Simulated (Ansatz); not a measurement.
# C₂H₇BO₂Si: a ladder of functionals and wavefunction methods

One table from this session's results is given with a row withheld; the runs are named, their logs left out.

Program: Ansatz 0.2.0, Gaussian basis. Level of theory: functionals in def2-TZVPP, the program's frozen cores in correlated methods. These are calculated values, not measurements.

Levels to be run: PBE-D4, r2SCAN-D4, PBE0-D4, B3LYP-D4, ωB97X-V, ωB97M-V, B2PLYP; CCSD(T)/def2-TZVPP; MP2/def2-QZVPP; extrapolation to the limit.

## The relaxed structure

All runs share one geometry, relaxed beforehand with PBE0-D4 in a triple-zeta def2 set.

SMILES `CB(O)[SiH]1CO1`, 13 atoms, charge 0, spin multiplicity 1.

Atoms are counted from 1 here; the program's logs count them from 0.

Bond lengths: C1–B2 1.559 Å, C1–H7 1.095 Å, C1–H8 1.092 Å, C1–H9 1.097 Å, B2–O3 1.357 Å, B2–Si4 2.029 Å, O3–H10 0.961 Å, Si4–C5 1.821 Å, Si4–O6 1.680 Å, Si4–H11 1.492 Å, C5–O6 1.453 Å, C5–H12 1.089 Å, C5–H13 1.089 Å. Angles: B2–C1–H7 110.9°, B2–C1–H8 112.8°, B2–C1–H9 109.8°, H7–C1–H8 109.3°, H7–C1–H9 105.3°, H8–C1–H9 108.4°, C1–B2–O3 118.9°, C1–B2–Si4 120.1°, O3–B2–Si4 121.0°, B2–O3–H10 115.0°, B2–Si4–C5 122.5°, B2–Si4–O6 117.1°, B2–Si4–H11 117.7°, C5–Si4–O6 48.8°, C5–Si4–H11 117.2°, O6–Si4–H11 114.2°, Si4–C5–O6 60.5°, Si4–C5–H12 120.8° and more.

The first run:

in.yaml reads:

```yaml
crystal:
  periodic: [false, false, false]
  atoms:
    - {symbol: C, position_ang: [-0.299063, -1.809080, -0.523315]}
    - {symbol: B, position_ang: [-0.419957, -0.840112, 0.692379]}
    - {symbol: O, position_ang: [-0.716777, -1.353814, 1.913354]}
    - {symbol: Si, position_ang: [-0.106841, 1.148873, 0.442796]}
    - {symbol: C, position_ang: [1.005389, 1.811662, -0.837172]}
    - {symbol: O, position_ang: [-0.427800, 1.790149, -1.076733]}
    - {symbol: H, position_ang: [-0.907213, -1.458873, -1.363693]}
    - {symbol: H, position_ang: [-0.580401, -2.835141, -0.275882]}
    - {symbol: H, position_ang: [0.733005, -1.813257, -0.894256]}
    - {symbol: H, position_ang: [-0.783509, -0.707267, 2.620634]}
    - {symbol: H, position_ang: [-0.458701, 2.054194, 1.575700]}
    - {symbol: H, position_ang: [1.415244, 2.816984, -0.753901]}
    - {symbol: H, position_ang: [1.567127, 1.160879, -1.505111]}
basis:
  gaussian: {orbitals: def2-TZVPP}
hamiltonian: {xc: pbe, dispersion: d4}
output: {forces: true, orbitals: {seedname: orbitals}}
```

The run is started by

```
$ ansatz run in.yaml --threads 4 --pin off --events-out ev --progress --plain --max-ram 10444MiB
```

Among the steps run: PBE-D4 (GGA); r2SCAN-D4 (meta-GGA); PBE0-D4 (hybrid); B3LYP-D4 (hybrid); ωB97X-V (range-separated); ωB97M-V (range-separated); B2PLYP (double hybrid); CCSD(T) in def2-TZVPP; MP2 in def2-QZVPP.

One of the session's tables, all rows but one given; the rest of the session is left out.

```
            method  atomisation energy (kJ/mol)
            PBE-D4                       5189.7
         r2SCAN-D4                       5104.3
           PBE0-D4                       5083.1
          B3LYP-D4                            ?
           ωB97X-V                       5083.3
           ωB97M-V                       5088.0
            B2PLYP                       5017.8
     HF/def2-TZVPP                       3677.3
    MP2/def2-TZVPP                       5039.1
   CCSD/def2-TZVPP                       4851.7
CCSD(T)/def2-TZVPP                       4932.3
           MP2/CBS                       5170.7
       CCSD(T)/CBS                       5063.9
```

Q: Estimate the row for B3LYP-D4 from the others.

The run gave: atomisation energy (kJ/mol): 5065.6. In the column «atomisation energy (kJ/mol)» it lies between CCSD(T)/CBS (5063.9) and PBE0-D4 (5083.1).
